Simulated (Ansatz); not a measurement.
# GdN (rocksalt): zero-pressure volume and bulk modulus with PBEsol

One table from this session's results is given with a row withheld; the runs are named, their logs left out.

Computed with Ansatz 0.2.0 (DFT PBEsol with U = 6 eV on Gd 4f, scalar-relativistic, plane waves, PAW, unless a step's input says otherwise).

2 further runs of the same task are left out: 2 set aside as unsound or not needed.

## Starting point

The structure is cubic, space group Fm-3m (No. 225). Conventional cell: a = 4.999 Å, b = 4.999 Å, c = 4.999 Å, α = 90.00°, β = 90.00°, γ = 90.00°. Gd (site symmetry m-3m) has 6 N at 2.50 Å as nearest neighbours. N (site symmetry m-3m) is surrounded by 6 Gd at 2.50 Å.

Coordinates:

```cif
data_structure
_symmetry_space_group_name_H-M 'Fm-3m'
_symmetry_Int_Tables_number 225
_cell_length_a 4.9990
_cell_length_b 4.9990
_cell_length_c 4.9990
_cell_angle_alpha 90.000
_cell_angle_beta 90.000
_cell_angle_gamma 90.000
_cell_volume 124.92
loop_
_atom_site_label
_atom_site_type_symbol
_atom_site_symmetry_multiplicity
_atom_site_Wyckoff_symbol
_atom_site_fract_x
_atom_site_fract_y
_atom_site_fract_z
_atom_site_occupancy
Gd1 Gd 4 b 0.50000 0.00000 0.00000 1
N1 N 4 a 0.00000 0.00000 0.00000 1
```

An earlier run on this cell at PBE+U (U_eff = 6 eV on Gd 4f) gave 0.30 GPa at 15.616 Å³/atom (8×8×8 mesh), a metal on this mesh, moments in the atoms' spheres Gd 6.94; N -0.14 μB.

The first run:

File input.yaml:

```yaml
crystal:
  lattice:
    - [0.0, 2.4994985661, 2.4994985661]
    - [2.4994985661, 0.0, 2.4994985661]
    - [2.4994985661, 2.4994985661, 0.0]
  atoms:
    - { symbol: Gd, position: [0.5, 0.5, 0.5], spin: 7.63 }
    - { symbol: "N", position: [0.0, 0.0, 0.0] }
basis:
  ecutwfc: 420
  ecutrho_ratio: 4
kpoints:
  mp_grid: { grid: [8, 8, 8] }
hamiltonian:
  xc: pbesol
  hubbard: { sites: [{ species: Gd, l: f, u_eff: 6.0 }] }
scf:
  occupations: { method: gaussian, width: 0.05 }
  lower_state_search: "off"
output:
  forces: true
  stress: true
  eigenvalues: true
  populations: true
  hubbard: { sites: [{ species: Gd, l: f }] }
magnetization:
  spin_polarized: true
checkpoint:
  read: start.run
  write: ck
  compress: false
  write_wavefunctions: false
  write_every: 100000
```

start.run holds the state of a PBE+U run on this cell.

Started as:

```
$ ansatz run input.yaml --threads 4 --pin off --max-ram 6144MiB --backend cpu --events-out ev --progress --plain --runs-dir out
```

Steps of the session up to this table: At the given cell; Stepping to 15.089 Å³/atom; Volume × 0.98 of the new zero; Volume × 1.02 of the new zero; Volume × 0.96 of the new zero; Volume × 1.04 of the new zero.

One table of the session follows, with a row left open; its other results are not shown here.

It belongs to the step «Energy and pressure against volume». 

| volume (Å³/atom) | energy (meV/atom) | pressure (GPa) |
| --- | --- | --- |
| 14.485 | 13.70 | 7.35 |
| 14.787 | 3.44 | 3.55 |
| 15.089 | 0.00 | 0.12 |
| 15.391 | ? | ? |
| 15.693 | 11.03 | -5.74 |

Q: Estimate the row for volume (Å³/atom) = 15.391 from the others.

Worked estimate for «energy (meV/atom)». A straight line through the neighbours (15.089, 0.00) and (15.693, 11.03) gives 0.00 + (11.03 − 0.00) × (15.391 − 15.089) / (15.693 − 15.089) = 5.51; a parabola fitted to 3 rows on both sides gives 2.53.

As computed: energy (meV/atom): 2.77; pressure (GPa): -2.97. In «energy (meV/atom)» the line misses by +2.74 and the parabola by -0.24.

To keep in mind: Warnings in the runs' records: filled band counts differ across k points.
